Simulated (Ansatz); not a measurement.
# CI+: geometry and frequencies at several levels

The task here is to estimate one member of a computed series from the others.

Computed with Ansatz 0.2.0 (the levels named in each step, unless a step's input says otherwise).

### The system as given

Bond lengths: C1–I2 1.876 Å.

Coordinates:

```xyz
2

C     0.0000    0.0000    0.0000
I     0.0000    0.0000    1.8761
```

The first run:

File input.yaml:

```yaml
crystal:
  periodic: [false, false, false]
  atoms:
    - { symbol: C, position_ang: [0.0, 0.0, -0.02834226] }
    - { symbol: I, position_ang: [0.0, 0.0, 1.90446226] }
total_charge: 1
basis:
  gaussian: { orbitals: def2-SVP }
hamiltonian:
  xc: hf
relax:
  f_tol: 0.002
  max_steps: 150
```

Command:

```sh
> ansatz run input.yaml --threads 1 --pin off --max-ram 2560MiB --backend cpu --events-out ev --progress --plain --runs-dir out
```

Among the steps run: Relaxation, HF/def2-SVP; Frequencies, HF/def2-SVP; Relaxation, LDA/def2-SVP; Frequencies, LDA/def2-SVP; Relaxation, PBE-D4/def2-SVP; Frequencies, PBE-D4/def2-SVP; Relaxation, MP2/def2-TZVPP; Frequencies, MP2/def2-TZVPP.

One table of the session follows, with a row left open; its other results are not shown here.

| level | C1–I2 (Å) | rotational constants (MHz) | highest frequency (cm⁻¹) |
| --- | --- | --- | --- |
| HF/def2-SVP | ? | ? | ? |
| LDA/def2-SVP | 1.9161 | 12556 | 822 |
| PBE-D4/def2-SVP | 1.9330 | 12337 | 801 |
| PBE0-D4/def2-TZVPP | 1.9004 | 12764 | - |
| MP2/def2-TZVPP | 1.8772 | 13082 | 930 |

**Question.** Estimate the row for HF/def2-SVP.

As computed: C1–I2 (Å): 1.8907; rotational constants (MHz): 12896; highest frequency (cm⁻¹): 891. In the column «C1–I2 (Å)» it lies between MP2/def2-TZVPP (1.8772) and PBE0-D4/def2-TZVPP (1.9004).
